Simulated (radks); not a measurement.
# Cu¹⁹⁺ in [Ne]: an all-electron calculation

What are the levels of the copper ion Cu19+, how large are its shells, and how does its energy divide?

The numbers are computed with radks (a radial shooting solver on a logarithmic mesh, Libxc functionals) version 1 (scalar-relativistic Kohn-Sham, Wu-Cohen GGA, spin-unpolarised, spherical densities, finite nucleus), except any that are marked as measured or tabulated.

## Step 1: The system

- element: copper (Z = 29)
- charge: +19
- electrons: 10
- configuration: [Ne]
- nuclear rms radius: 3.8823 fm

The outer shells:

Cu¹⁹⁺
```
[He] core
2s [↑↓]
2p [↑↓][↑↓][↑↓]
```

## Step 2: The calculation

Settings of this run:

```text
Z 29
configuration [Ne] 3s0 3p0 3d0
relativity scalar-relativistic
functional wc,pbe
spin unpolarised
nucleus finite rms 3.8823 fm
c 137.035999084
```

**Question.** What will this run give?

As calculated:

```
                        quantity                 value
                    total energy   -1456.79696 hartree
exchange-correlation share of it                3.13 %
                            −T/E                1.0169
          highest occupied level        2p, -1643.4 eV
    most extended occupied level  2s, <r> = 0.231 bohr
 radius at density 0.001 e/bohr³            0.794 bohr
    maxima of the radial density                     2
         ionisation energy, NIST   1691 (semi-emp.) eV
```

What this shows: 2 principal shells are occupied and 2 maxima appear in the radial density. −T/E is 1.017: with relativity the kinetic term as defined here no longer equals −E. Minus the highest eigenvalue, 1643.4 eV, is 97 % of the tabulated ionisation energy (1691 eV). 
